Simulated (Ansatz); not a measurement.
# C6H15FO2Sn: a ladder of functionals and wavefunction methods

Aim: compute C6H15FO2Sn with functionals from several rungs and with coupled cluster, and see how far each lands from CCSD(T) at the basis-set limit for the atomisation energy.

Program: Ansatz 0.2.0, Gaussian basis. Level of theory: functionals in def2-TZVPP, the program's frozen cores in correlated methods. These are calculated values, not measurements.

The runs, in order: LDA (SPW92), PBE-D4, revPBE-D4, BLYP-D4, r2SCAN-D4, B97M-V, PBE0-D4, B3LYP-D4, r2SCANh-D4, r2SCAN0-D4, HSE06-D4, BHLYP-D4, CAM-B3LYP-D4, LC-ωPBE, ωB97X-V, ωB97M-V, B2PLYP, PBE-QIDH; CCSD(T)/def2-SVP; CCSD(T)/def2-TZVPP; MP2/def2-QZVPP; extrapolation to the limit; RPA on PBE.

### Step 1. The geometry

An earlier PBE0-D4 in a triple-zeta def2 set relaxation fixed the geometry. Sn takes the def2 core potential; no spin-orbit term is included.

25 atoms, charge 0, spin multiplicity 1.

Atoms are counted from 1 here; the program's logs count them from 0.

Bond lengths: C1–O2 1.412 Å, C1–H11 1.096 Å, C1–H12 1.096 Å, C1–H13 1.093 Å, O2–Sn3 1.946 Å, Sn3–F4 1.933 Å, Sn3–O5 1.954 Å, Sn3–C7 2.154 Å, O5–C6 1.410 Å, C6–H14 1.094 Å, C6–H15 1.098 Å, C6–H16 1.095 Å, C7–C8 1.522 Å, C7–C9 1.522 Å, C7–C10 1.523 Å, C8–H17 1.093 Å, C8–H18 1.097 Å, C8–H19 1.093 Å and more. Angles: O2–C1–H11 112.3°, O2–C1–H12 111.7°, O2–C1–H13 107.9°, H11–C1–H12 108.4°, H11–C1–H13 108.2°, H12–C1–H13 108.2°, C1–O2–Sn3 120.9°, O2–Sn3–F4 107.2°, O2–Sn3–O5 105.6°, O2–Sn3–C7 111.4°, F4–Sn3–O5 102.8°, F4–Sn3–C7 110.3°, O5–Sn3–C7 118.7°, Sn3–O5–C6 121.9°, O5–C6–H14 107.9°, O5–C6–H15 111.9°, O5–C6–H16 112.7°, H14–C6–H15 107.9° and more.

### Step 2. LDA

This LDA is Slater exchange with PW92 correlation.

File in.yaml:

```yaml
crystal:
  periodic: [false, false, false]
  atoms:
    - {symbol: C, position_ang: [-1.603696, 1.040396, -2.923211]}
    - {symbol: O, position_ang: [-0.525276, 0.432011, -2.245197]}
    - {symbol: Sn, position_ang: [-0.626611, 0.058852, -0.338124]}
    - {symbol: F, position_ang: [-2.056513, -1.216367, -0.080354]}
    - {symbol: O, position_ang: [-1.342368, 1.683919, 0.476875]}
    - {symbol: C, position_ang: [-2.316510, 1.639150, 1.495243]}
    - {symbol: C, position_ang: [1.229414, -0.741186, 0.407484]}
    - {symbol: C, position_ang: [1.494645, -2.051364, -0.321227]}
    - {symbol: C, position_ang: [1.075712, -0.971489, 1.904421]}
    - {symbol: C, position_ang: [2.327030, 0.274538, 0.121282]}
    - {symbol: H, position_ang: [-1.949007, 1.951466, -2.421448]}
    - {symbol: H, position_ang: [-2.454902, 0.357511, -3.026341]}
    - {symbol: H, position_ang: [-1.260734, 1.311500, -3.925448]}
    - {symbol: H, position_ang: [-2.753052, 2.637667, 1.587958]}
    - {symbol: H, position_ang: [-1.880573, 1.370362, 2.466271]}
    - {symbol: H, position_ang: [-3.123081, 0.931031, 1.277308]}
    - {symbol: H, position_ang: [1.594684, -1.907465, -1.399605]}
    - {symbol: H, position_ang: [2.435463, -2.481054, 0.045431]}
    - {symbol: H, position_ang: [0.705005, -2.785734, -0.145545]}
    - {symbol: H, position_ang: [0.277646, -1.682620, 2.131185]}
    - {symbol: H, position_ang: [0.873451, -0.042948, 2.444562]}
    - {symbol: H, position_ang: [2.010445, -1.385973, 2.302350]}
    - {symbol: H, position_ang: [3.283668, -0.118653, 0.487735]}
    - {symbol: H, position_ang: [2.148284, 1.227110, 0.626424]}
    - {symbol: H, position_ang: [2.436875, 0.469342, -0.948031]}
basis:
  gaussian: {orbitals: def2-TZVPP}
hamiltonian: {xc: lda}
output: {orbitals: {seedname: orbitals}}
```

Further steps of the session: PBE-D4 (GGA); revPBE-D4 (GGA); BLYP-D4 (GGA); r2SCAN-D4 (meta-GGA); B97M-V (meta-GGA); PBE0-D4 (hybrid); B3LYP-D4 (hybrid); r2SCANh-D4 (hybrid); r2SCAN0-D4 (hybrid); HSE06-D4 (hybrid); BHLYP-D4 (hybrid); CAM-B3LYP-D4 (range-separated); LC-ωPBE (range-separated); ωB97X-V (range-separated); ωB97M-V (range-separated); B2PLYP (double hybrid); PBE-QIDH (double hybrid); CCSD(T) in def2-SVP; CCSD(T) in def2-TZVPP; MP2 in def2-QZVPP; RPA on PBE orbitals.

Before running them: what should the planned runs give, taken together? Wanted: atomisation energy, CCSD(T)/CBS; farthest beyond LDA; mean size of error, GGA; mean size of error, meta-GGA; mean size of error, hybrid; mean size of error, range-separated; mean size of error, double hybrid; gap, smallest and largest; T1 diagnostic.

**Answer**, as computed:

| quantity | value |
| --- | --- |
| atomisation energy, CCSD(T)/CBS | 2306.6 kcal/mol |
| functionals within 23.1 kcal/mol (1.0 %) | revPBE-D4, BLYP-D4, r2SCAN-D4, B97M-V, PBE0-D4, B3LYP-D4, r2SCANh-D4, HSE06-D4, CAM-B3LYP-D4, LC-ωPBE, ωB97X-V, ωB97M-V |
| farthest beyond LDA | BHLYP-D4 (-79.4 kcal/mol) |
| mean size of error, GGA | 23.9 kcal/mol |
| mean size of error, meta-GGA | 5.2 kcal/mol |
| mean size of error, hybrid | 27.6 kcal/mol |
| mean size of error, range-separated | 6.7 kcal/mol |
| mean size of error, double hybrid | 29.6 kcal/mol |
| gap, smallest and largest | 3.98 eV (LDA (SPW92)), 11.61 eV (LC-ωPBE) |
| T1 diagnostic | 0.0129 |
| triples share of the correlation energy | 3.6 % |

What this shows: LDA overbinds by 323.4 kcal/mol (14 %). PBE-D4 misses by +35.5 kcal/mol. Double hybrids carry the basis error of their MP2 part in triple zeta, and no dispersion term here, so their miss is partly the set-up's. The rungs meta-GGA, range-separated miss on average by less than the doubt on the reference (23.1 kcal/mol), so they tie. Misses under about 23.1 kcal/mol are within the doubt on the reference itself, which lacks core-valence correlation, spin-orbit coupling and higher excitations, and its outer-core shells are covered unevenly. All levels share the lack of spin-orbit coupling, which lowers the free heavy atoms and so the true binding. Hartree-Fock recovers 72 % of the binding; the rest is correlation. CCSD(T) in def2-SVP is off by -118.9 kcal/mol, which most functionals beat. Orbital gaps span 4.0 to 11.6 eV; exact exchange widens them. Correlated methods include outer-core shells of Sn, which these sets cover unevenly.
